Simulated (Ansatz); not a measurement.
# CH4ClFNNb: basis-set convergence

An exercise on one series of results from a longer session: the logs are not shown, and one member is left open.

Method: one geometry, several basis sets; program: Ansatz 0.2.0, Gaussian basis.

Plan: PBE0-D4/def2-SVP; ωB97M-V/def2-SVP; PBE0-D4/def2-QZVPP; ωB97M-V/def2-QZVPP; the functionals' def2-TZVPP values are taken from earlier runs.

## The geometry

The geometry comes from an earlier relaxation with PBE0-D4 in a triple-zeta def2 set; it is a stationary point, not always the lowest conformer. Nb takes the def2 core potential; no spin-orbit term is included.

SMILES `[CH3][Nb](=[NH])([F])[Cl]`, 9 atoms, charge 0, spin multiplicity 1.

Atoms are counted from 1 here; the program's logs count them from 0.

Bond lengths: C1–Nb2 2.134 Å, C1–H6 1.094 Å, C1–H7 1.096 Å, C1–H8 1.094 Å, Nb2–N3 1.732 Å, Nb2–F4 1.869 Å, Nb2–Cl5 2.301 Å, N3–H9 1.009 Å. Angles: Nb2–C1–H6 110.8°, Nb2–C1–H7 109.1°, Nb2–C1–H8 110.3°, H6–C1–H7 109.3°, H6–C1–H8 108.0°, H7–C1–H8 109.3°, C1–Nb2–N3 102.1°, C1–Nb2–F4 108.5°, C1–Nb2–Cl5 108.4°, N3–Nb2–F4 109.9°, N3–Nb2–Cl5 109.9°, F4–Nb2–Cl5 117.0°, Nb2–N3–H9 174.6°.

Set-up of the first run:

in.yaml reads:

```yaml
crystal:
  periodic: [false, false, false]
  atoms:
    - {symbol: C, position_ang: [-1.253869, -0.107482, -0.474546]}
    - {symbol: Nb, position_ang: [0.850664, 0.083923, -0.179158]}
    - {symbol: N, position_ang: [1.007211, -0.208221, 1.520951]}
    - {symbol: F, position_ang: [1.708742, -1.270475, -1.139078]}
    - {symbol: Cl, position_ang: [1.457083, 2.251060, -0.660372]}
    - {symbol: H, position_ang: [-1.597114, -1.105220, -0.186168]}
    - {symbol: H, position_ang: [-1.485414, 0.063469, -1.532371]}
    - {symbol: H, position_ang: [-1.790745, 0.624788, 0.135152]}
    - {symbol: H, position_ang: [1.191942, -0.377944, 2.498590]}
basis:
  gaussian: {orbitals: def2-SVP}
hamiltonian: {xc: pbe0, dispersion: d4}
output: {orbitals: {seedname: orbitals}}
```

Steps of the session up to this table: PBE0-D4 in def2-SVP; ωB97M-V in def2-SVP; PBE0-D4 in def2-QZVPP; ωB97M-V in def2-QZVPP.

One of the session's tables, all rows but one given; the rest of the session is left out.

It belongs to the step «Density functionals: the series». 

```
functional       basis  HOMO (eV)  LUMO (eV)
   PBE0-D4    def2-SVP      -8.35      -2.05
   PBE0-D4  def2-TZVPP      -8.38      -2.13
   PBE0-D4  def2-QZVPP          ?          ?
   ωB97M-V    def2-SVP     -10.60       0.13
   ωB97M-V  def2-TZVPP     -10.65       0.02
   ωB97M-V  def2-QZVPP     -10.68      -0.02
```

**Question.** Estimate the row for PBE0-D4, def2-QZVPP.

The run gave: HOMO (eV): -8.40; LUMO (eV): -2.15. In the column «HOMO (eV)» it lies between ωB97M-V, def2-SVP (-10.60) and PBE0-D4, def2-TZVPP (-8.38).
